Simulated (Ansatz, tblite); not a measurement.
# The cluster Ca₄Se₃+: rung by rung

How do method and basis change the picture of the cluster Ca₄Se₃+ (doublet)?

Method: as each input shows; program: Ansatz 0.2.0, Gaussian basis.

Plan: GFN1-xTB, GFN2-xTB, PBE-D4/def2-SVP, r2SCAN-D4/def2-SVP, B2PLYP/def2-SVP, r2SCAN0-D4/def2-SVP, r2SCANh-D4/def2-SVP, MP2/def2-SVP, RPA/def2-SVP.

8 further runs of the same task are left out: 4 that didn't finish, 4 set aside as unsound or not needed.

## (1) The geometry

The doublet was relaxed beforehand with PBE-D4/def2-SVP. At that level it is the lowest of the isomers that a small search found.

7 atoms, charge 1, spin multiplicity 2.

Bond lengths: Ca1–Se5 2.731 Å, Ca1–Se6 2.730 Å, Ca2–Se6 2.732 Å, Ca2–Se7 2.732 Å, Ca3–Se5 2.729 Å, Ca3–Se7 2.729 Å, Ca4–Se5 2.824 Å, Ca4–Se6 2.820 Å, Ca4–Se7 2.823 Å. Angles: Se5–Ca1–Se6 99.4°, Se6–Ca2–Se7 99.4°, Se5–Ca3–Se7 99.4°, Se5–Ca4–Se6 95.1°, Se5–Ca4–Se7 95.0°, Se6–Ca4–Se7 95.2°, Ca1–Se5–Ca3 90.0°, Ca1–Se5–Ca4 82.7°, Ca3–Se5–Ca4 82.8°, Ca1–Se6–Ca2 89.4°, Ca1–Se6–Ca4 82.8°, Ca2–Se6–Ca4 82.7°, Ca2–Se7–Ca3 89.6°, Ca2–Se7–Ca4 82.6°, Ca3–Se7–Ca4 82.8°.

As a file:

```
Ca    1.59809   -1.52270   -1.07281
Ca   -0.86365    1.31887   -1.87163
Ca    1.43089    1.59152    1.20619
Ca   -1.31373   -0.84338    1.05560
Se    1.44088   -1.10597    1.62171
Se   -1.05718   -1.40084   -1.69661
Se   -1.23529    1.96249    0.75753
```

The ion is computed in the gas phase, without counter-ions or solvent.

PBE0-D4/def2-SVP was run before; its log isn't repeated, and its numbers join the tables.

## (2) GFN1-xTB

Tight binding, by tblite at 300 K electronic temperature and without a spin-polarisation term:

```python
tblite.interface.Calculator('GFN1-xTB', numbers, positions, charge=1, uhf=1).singlepoint()
```

Energy -337.8995 eV; 0.021 s.

## (3) GFN2-xTB

Tight binding, by tblite at 300 K electronic temperature and without a spin-polarisation term:

```python
tblite.interface.Calculator('GFN2-xTB', numbers, positions, charge=1, uhf=1).singlepoint()
```

Energy -305.8628 eV; 0.045 s.

## (4) PBE-D4/def2-SVP

start.molden holds the orbitals of an earlier run on this state, given as this run's starting guess.

Contents of in.yaml:

```yaml
crystal:
  periodic: [false, false, false]
  atoms:
    - {symbol: Ca, position_ang: [1.598086, -1.522705, -1.072812]}
    - {symbol: Ca, position_ang: [-0.863647, 1.318866, -1.871628]}
    - {symbol: Ca, position_ang: [1.430887, 1.591519, 1.206186]}
    - {symbol: Ca, position_ang: [-1.313730, -0.843380, 1.055603]}
    - {symbol: Se, position_ang: [1.440879, -1.105965, 1.621711]}
    - {symbol: Se, position_ang: [-1.057182, -1.400837, -1.696606]}
    - {symbol: Se, position_ang: [-1.235292, 1.962493, 0.757535]}
basis:
  gaussian: {orbitals: def2-SVP, initial_orbitals: start.molden}
total_charge: 1
magnetization: {spin_polarized: true, initial_magnetization: 1}
hamiltonian: {xc: pbe, dispersion: d4}
scf: {omitted_lower_state_checks: [starts]}
output: {orbitals: {seedname: orbitals}}
```

Command:

```
ansatz run in.yaml --threads 4 --pin off --events-out ev --progress --plain --max-ram 4787MiB
```

Further steps of the session: r2SCAN-D4/def2-SVP; B2PLYP/def2-SVP; r2SCAN0-D4/def2-SVP; r2SCANh-D4/def2-SVP; MP2/def2-SVP; RPA/def2-SVP.

**Question.** What will the summary of the whole plan be? Wanted: gap in def2-SVP, named functionals, smallest and largest; correlation energy, MP2/def2-SVP; ⟨S²⟩ in def2-SVP, named functionals, smallest and largest.

The runs gave:

```
                                                 quantity                                   value
 gap in def2-SVP, named functionals, smallest and largest  0.77 eV (PBE-D4), 2.27 eV (r2SCAN0-D4)
                         correlation energy, MP2/def2-SVP                               -32.22 eV
⟨S²⟩ in def2-SVP, named functionals, smallest and largest                            0.751, 0.751
```

Orbital gaps of the named functionals in def2-SVP span 0.77 eV (PBE-D4) to 2.27 eV (r2SCAN0-D4); exact exchange widens it.
